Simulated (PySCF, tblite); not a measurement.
# C6H8NS radical: geometry, infrared bands and EPR parameters

Wanted: the infrared bands and EPR parameters of C6H8NS radical (`C[C@@H](/[C]=C\C#N)CS`), by calculation.

The runs use tblite 0.8.0 and PySCF 2.14.0, with density-fitted response routines of our own; the level of theory stands in each step. All values are computed, except where a source is named. Atoms count from 0, in the outputs and in this text.

### Step 1. The starting structure

16 atoms, charge 0, multiplicity 2; geometry from: force field or distance geometry start.

Bonds of the start (Å): C0–C1 1.53, C1–C2 1.49, C2–C3 1.29, C3–C4 1.40, C4–N5 1.16, C1–C6 1.53, C6–S7 1.82, C0–H8 1.09, C0–H9 1.09, C0–H10 1.11, C1–H11 1.11, C3–H12 1.09, C6–H13 1.09, C6–H14 1.10, S7–H15 1.33.

### Step 2. Relaxing the molecule with GFN2-xTB

The job: settings as JSON, then the geometry in Å.

```
{"job": {"kind": "relax", "xc": "GFN2-xTB", "basis": "xTB"}, "charge": 0, "multiplicity": 2}
C     -0.617100    -1.834100    -0.268500
C     -0.628600    -0.478100     0.443200
C      0.772000    -0.026100     0.686200
C      1.980300     0.392800     0.873500
C      2.342700     1.696000     0.497900
N      2.633200     2.771300     0.164400
C     -1.475000     0.588700    -0.260800
S     -0.971200     0.985300    -1.962900
H     -0.091100    -1.794400    -1.224400
H     -0.130800    -2.594600     0.346400
H     -1.652500    -2.174200    -0.455700
H     -1.083400    -0.646900     1.440900
H      2.722500    -0.258000     1.337200
H     -1.455900     1.520100     0.311400
H     -2.520500     0.256500    -0.294200
H      0.167900     1.604600    -1.646100
```

Launch:

```
OMP_NUM_THREADS=1 python probes_run.py task.json out
```

One launch serves the whole session: the jobs run in the order shown.

**Question.** This job is followed by: GFN2-xTB harmonic vibrations, gas phase; UKS B3LYP, pcH-1 on C H N S, non-relativistic, mean-field spin-orbit, GIAO. What will the session give for the following? strongest single infrared mode (GFN2-xTB); zero-point energy (GFN2-xTB); g(iso) (B3LYP); ⟨S²⟩; largest a(iso) (averaged by class); potential on the surface of density 0.002 e/bohr³, 1st and 99th percentile.

**Answer**, as computed:

```
                                                                  quantity                  value
                                 strongest single infrared mode (GFN2-xTB)  2348 cm⁻¹, 224 km/mol
                                              zero-point energy (GFN2-xTB)          74.5 kcal/mol
                                                            g(iso) (B3LYP)                2.00216
                                                                      ⟨S²⟩     0.760 (exact 0.75)
                                        largest a(iso) (averaged by class)   13C on C2, 272.2 MHz
potential on the surface of density 0.002 e/bohr³, 1st and 99th percentile     -1.59 V and 1.33 V
```

What this shows: Over 93 steps the energy fell by 0.273 eV; of the close pairs, C1–C2 changed most, 1.492 to 1.445 Å. All 42 modes are real, so the xTB geometry is a minimum. The strongest single mode, at 2348 cm⁻¹, moves mainly C4 and N5. Unscaled tight-binding wavenumbers are off by several per cent, some by more. Its intensities can rank the bands wrongly. C2 carries the largest spin population, 1.01 e. The isotropic g lies 0.2 ppt below the free-electron value. These values are for one conformer; the search (at its own cheap level) found 2 more, at 1.38, 3.44 kcal/mol, and measured spectra average over such forms.
